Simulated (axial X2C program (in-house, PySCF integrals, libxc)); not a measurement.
# RhSH: the levels of the configuration d8 s0

Which Ω levels does RhSH have in the configuration d8 s0, and how far apart?

Computed with an in-house X2C program for linear molecules on PySCF integrals. Level: two-component X2C, average-of-configuration Hartree–Fock and CI in the open shells.

All values are calculated.

## Step 1: Set-up

Input file task.json:

```json
{"zs": [45, 16, 1], "q": 0, "bas": ["dyall-v3z", "dyall-av3z", "dyall-v3z"], "r0": 2.28, "metal": 0, "shells": [[2, [0, 1, 2], 8], [0, [0], 0]], "fix": 0, "emax": 3.2, "nroots": 4, "r2": 1.34}
```

Keys: zs atomic numbers; q charge; bas basis sets; r0 starting distance in Å; metal index of the metal atom; shells open shells as [l, |m| values, electrons]; fix electron count of the first shell held; emax energy window in eV; nroots roots for each Ω; r2 second bond in Å, held.

Command:

```console
python soci.py task.json out
```

Two-component X2C with atomic mean-field Coulomb and Gaunt terms, basis Rh dyall-v3z, S dyall-av3z, H dyall-v3z (cores contracted in-house). Orbitals come from Hartree–Fock averaged over the configuration Rh d8 s0; CI then distributes these electrons over the d, s shells of Rh.

## Step 2: CI at Rh–S–H held linear, bonds 2.394 and 1.340 Å (the second held)

Output:

```text
average of configuration d8 s0
basis functions 206  fitting functions 1083
iter      average energy  largest gradient
   1      -5176.592820502   1.36e+01
   2      -5177.876251348   6.44e+00
   3      -5178.361339143   1.21e+00
   4      -5178.383242267   2.90e-01
   5      -5178.387069784   1.27e-01
   6      -5178.388031998   5.55e-02
   7      -5178.388192070   3.61e-02
   8      -5178.388251758   1.35e-02
   9      -5178.388264176   5.42e-03
  10      -5178.388266157   4.68e-03
  11      -5178.388266861   3.04e-03
  12      -5178.388267339   1.34e-03
  13      -5178.388267407   3.29e-04
  14      -5178.388267413   2.23e-04
  15      -5178.388267414   2.89e-05
  16      -5178.388267414   2.21e-05
  17      -5178.388267414   1.97e-05
converged
CI levels
2*Omega        energy/Eh    cm-1   g(par)  dipole/D  leading shell counts
    0     -5178.43347018        0   0.000   -6.236  {'8 0': 0.999}
    2     -5178.43285570      135   2.848   -6.264  {'8 0': 0.999}
    4     -5178.43100716      541   5.328   -6.374  {'8 0': 0.999}
    8     -5178.43068423      611   9.998   -6.414  {'8 0': 0.999}
    6     -5178.42925288      926   7.356   -6.483  {'8 0': 0.999}
    0     -5178.42230554     2450   0.000   -6.298  {'8 0': 0.999}
    2     -5178.42223699     2465   2.569   -6.264  {'8 0': 0.998}
    4     -5178.42042289     2864   3.935   -6.415  {'8 0': 0.999}
    6     -5178.42010479     2933   6.643   -6.431  {'8 0': 0.999}
    0     -5178.41739619     3528   0.000   -6.238  {'8 0': 0.998}
    2     -5178.41466501     4127   0.619   -6.436  {'8 0': 0.999}
    4     -5178.41425219     4218   2.783   -6.417  {'8 0': 0.999}
    2     -5178.38356036    10954   2.101   -6.329  {'8 0': 0.994}
    0     -5178.38320473    11032   0.000   -6.437  {'8 0': 0.995}
    4     -5178.38114317    11484   5.086   -6.233  {'8 0': 0.993}
    0     -5178.37026971    13871   0.000   -6.234  {'8 0': 0.992}
    0     -5178.36917143    14112   0.000   -6.271  {'8 0': 0.992}
    0     -5178.36196245    15694   0.000   -6.568  {'8 0': 0.991}
    0     -5178.35504863    17212   0.000   -6.179  {'8 0': 0.996}
    6     -5178.35033106    18247   6.006   -6.378  {'8 0': 0.994}
    8     -5178.34183558    20111   8.007   -6.698  {'8 0': 0.991}
```

Dipoles in the output refer to the first atom as origin.

Run time: 1.8 s. Hardware: 1 thread of Arm Neoverse V1, shared host; peak memory 0.37 GiB.

Active spinors (ω > 0; filled shells left out):

| shell | ω | ε (eV) | character |
| --- | --- | --- | --- |
| d | 3/2 | -9.88 | 99% Rh d |
| d | 5/2 | -9.52 | 100% Rh d |
| d | 1/2 | -9.46 | 92% Rh d |
| d | 3/2 | -9.12 | 93% Rh d, 3% S p |
| d | 1/2 | -9.07 | 92% Rh d |
| s | 1/2 | -0.63 | 58% Rh s, 31% Rh p, 4% S s |

The levels:

| Ω | energy (cm⁻¹) | g∥ | μ (D) | configuration |
| --- | --- | --- | --- | --- |
| 0 | 0 | 0.00 | -6.24 | 100% d8 |
| 1 | 135 | 2.85 | -6.26 | 100% d8 |
| 2 | 541 | 5.33 | -6.37 | 100% d8 |
| 4 | 611 | 10.00 | -6.41 | 100% d8 |
| 3 | 926 | 7.36 | -6.48 | 100% d8 |
| 0 | 2450 | 0.00 | -6.30 | 100% d8 |
| 1 | 2465 | 2.57 | -6.26 | 100% d8 |
| 2 | 2864 | 3.93 | -6.41 | 100% d8 |
| 3 | 2933 | 6.64 | -6.43 | 100% d8 |
| 0 | 3528 | 0.00 | -6.24 | 100% d8 |
| 1 | 4127 | 0.62 | -6.44 | 100% d8 |
| 2 | 4218 | 2.78 | -6.42 | 100% d8 |
| 1 | 10954 | 2.10 | -6.33 | 99% d8 |
| 0 | 11032 | 0.00 | -6.44 | 100% d8 |
| 2 | 11484 | 5.09 | -6.23 | 99% d8 |
| 0 | 13871 | 0.00 | -6.23 | 99% d8 |
| 0 | 14112 | 0.00 | -6.27 | 99% d8 |
| 0 | 15694 | 0.00 | -6.57 | 99% d8 |
| 0 | 17212 | 0.00 | -6.18 | 100% d8 |
| 3 | 18247 | 6.01 | -6.38 | 99% d8 |

g∥ is the magnitude of 2⟨Lz + ge Sz⟩ for the +Ω component. μ is positive if the H end is positive.

## Step 3: The same at Rh–S–H held linear, bonds 2.490 and 1.340 Å (the second held)

| Ω | energy (cm⁻¹) | g∥ | μ (D) | configuration |
| --- | --- | --- | --- | --- |
| 0 | 0 | 0.00 | -6.83 | 100% d8 |
| 1 | 107 | 2.77 | -6.86 | 100% d8 |
| 2 | 420 | 5.27 | -6.95 | 100% d8 |
| 4 | 639 | 10.00 | -6.96 | 100% d8 |
| 3 | 757 | 7.46 | -7.03 | 100% d8 |
| 0 | 2386 | 0.00 | -6.88 | 100% d8 |
| 1 | 2424 | 2.53 | -6.85 | 100% d8 |
| 2 | 2746 | 4.13 | -6.97 | 100% d8 |
| 3 | 2889 | 6.54 | -6.97 | 100% d8 |
| 0 | 3514 | 0.00 | -6.83 | 100% d8 |

## Step 4: Curves along the Rh–S bond, the other held

The same input was run at the other distances (logs left out). Energies in cm⁻¹ from the lowest point; levels are followed by energy order within each Ω.

| R (Å) | (1)Ω=0 | (1)Ω=1 | (1)Ω=2 | (1)Ω=4 | (1)Ω=3 | (2)Ω=0 | (2)Ω=1 |
| --- | --- | --- | --- | --- | --- | --- | --- |
| 2.226 | 1037 | 1237 | 1925 | 1540 | 2367 | 3692 | 3618 |
| 2.310 | 225 | 390 | 913 | 792 | 1340 | 2759 | 2739 |
| 2.394 | 0 | 135 | 541 | 611 | 926 | 2450 | 2465 |
| 2.490 | 260 | 367 | 680 | 900 | 1017 | 2647 | 2684 |
| 2.586 | 903 | 989 | 1238 | 1550 | 1535 | 3248 | 3296 |
| 2.693 | 1911 | 1981 | 2181 | 2548 | 2442 | 4227 | 4279 |
| 2.825 | 3397 | 3453 | 3615 | 4005 | 3843 | 5692 | 5743 |

Constants where the minimum is well bracketed:

| level of the curve | Te (cm⁻¹) | Re (Å) | ωe (cm⁻¹) |
| --- | --- | --- | --- |
| (1)Ω=0 | 0 | 2.392 | 286.7 |
| (1)Ω=1 | 135 | 2.397 | 285.6 |
| (1)Ω=2 | 526 | 2.415 | 286.2 |
| (1)Ω=4 | 609 | 2.384 | 284.2 |
| (1)Ω=3 | 898 | 2.424 | 282.6 |
| (2)Ω=0 | 2447 | 2.405 | 287.9 |
| (2)Ω=1 | 2465 | 2.400 | 286.0 |

## Step 5: What came out

| quantity | value |
| --- | --- |
| lowest level of the model | Ω = 0, g∥ = 0.00, 100% d8 |
| next level | Ω = 1, 135 cm⁻¹ higher |
| lowest curve, Re and ωe | 2.392 Å, 286.7 cm⁻¹ |

What this shows: From 2.394 to 2.490 Å the gap from the lowest to the fifth level goes from 926 to 757 cm⁻¹. Without dynamic correlation distances can be off by several hundredths of an Å, and the wavenumbers are rough. Dynamic correlation is missing, so gaps between terms are too wide and other configurations may lie lower; the lowest level listed is that of this model, not necessarily the ground state. For d shells the ligand-field splittings (σ, π, δ) and their order can be off by a thousand cm⁻¹ or more. At most 4 roots were kept for each Ω > 0 (twice that for Ω = 0) within 3.2 eV of the lowest, so higher up levels can be missing between those listed; levels with Ω > 0 are doubly degenerate and listed once, Ω = 0 levels singly. Some active spinors are only partly of the character that their shell is named for, so the shell names and counts are nominal. States that fill the shells left empty in the average are placed too high. The molecule was held linear; bending was not examined. Hydrosulfides and their kin are strongly bent in nature, so this linear model does not describe the real molecule.
